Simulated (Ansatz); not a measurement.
KCuCl3, space group Pm-3m, cell relaxations under several functionals

With Ansatz's Python interface.

Interactive session:
```pycon
>>> import ansatz as az
>>> import numpy as np
>>> def edges_and_angles(cell):
...     cell = np.asarray(cell)
...     a, b, c = np.linalg.norm(cell, axis=1)
...     cosines = cell[1] @ cell[2] / (b * c), cell[0] @ cell[2] / (a * c), cell[0] @ cell[1] / (a * b)
...     return (a, b, c, *np.degrees(np.arccos(cosines)))
...
>>> lattice = az.Lattice.of(
...     (4.798052, 0.0, 0.0),
...     (0.0, 4.798052, 0.0),
...     (0.0, 0.0, 4.798052),
... )
>>> sites = [
...     ("K", (0.0, 0.0, 0.0)),
...     ("Cu", (0.5, 0.5, 0.5)),
...     ("Cl", (0.0, 0.5, 0.5)),
...     ("Cl", (0.5, 0.0, 0.5)),
...     ("Cl", (0.5, 0.5, 0.0)),
... ]
>>> structure = az.Crystal(lattice=lattice)
>>> for symbol, position in sites:
...     structure = structure.atom(symbol, position)
...
>>> model = (
...     structure.calculation()
...     .kpoints(density=3.8)
...     .occupations("fermi_dirac", width=0.1)
...     .relax(cell=True, force_tolerance=0.01)
... )
>>> levels = [("pbesol", "none"), ("r2scan", "none"), ("lda", "none")]
>>> print("level            a       b       c    alpha   beta  gamma  V/atom  steps")
level            a       b       c    alpha   beta  gamma  V/atom  steps
>>> for name, dispersion in levels:
...     seen = []
...     run = model.functional(name, dispersion=dispersion).session().plan()
...     result = run.execute(on_event=lambda e: seen.append(e) if e["event"] == "relax_step" else None)
...     cell = result.lattice.cell_ang
...     label = name if dispersion == "none" else f"{name}+{dispersion}"
...     print("{:13s} {:7.4f} {:7.4f} {:7.4f} {:6.2f} {:6.2f} {:6.2f}".format(label, *edges_and_angles(cell)), f"{abs(np.linalg.det(cell)) / len(result.lattice.sites):7.3f} {len(seen):5d}")
...
DeckWarning: basis.ecutwfc = 420 eV, auto-derived from the records' recommended cutoffs: set by K (normal level)
pbesol         4.7485  4.7485  4.7485  90.00  90.00  90.00  21.415     4
DeckWarning: basis.ecutwfc = 500 eV, auto-derived from the records' recommended cutoffs: set by K (their level for a meta-GGA)
r2scan         4.7981  4.7981  4.7981  90.00  90.00  90.00  22.091     2
lda            4.6678  4.6678  4.6678  90.00  90.00  90.00  20.341     5
```

From smallest to largest: LDA (20.34 Å³ an atom, -7.9 % against the start), PBEsol (21.41 Å³ an atom, -3.1 % against the start) and r2SCAN (22.09 Å³ an atom, +0.0 % against the start). The spread is 8.6 % in volume.

The cell holds an odd number of electrons and is run without spin, so a magnetic state may lie lower. Forces vanish by symmetry, so the ions can't move, and the end may be a saddle. The mesh is modest for a metal, so energies can be off by several to tens of meV an atom and pressures by half a GPa or more; differences at equal mesh fare better. Without a Hubbard U or exact exchange, semilocal functionals often make such 3d compounds metallic or too weakly gapped. The structure comes from a database of computed cells and needn't be a stable or known phase. Warnings are shown shortened and without file and line. Timing: 38 s on 1 thread of Arm Neoverse V1 (shared host), peak memory 0.67 GiB.
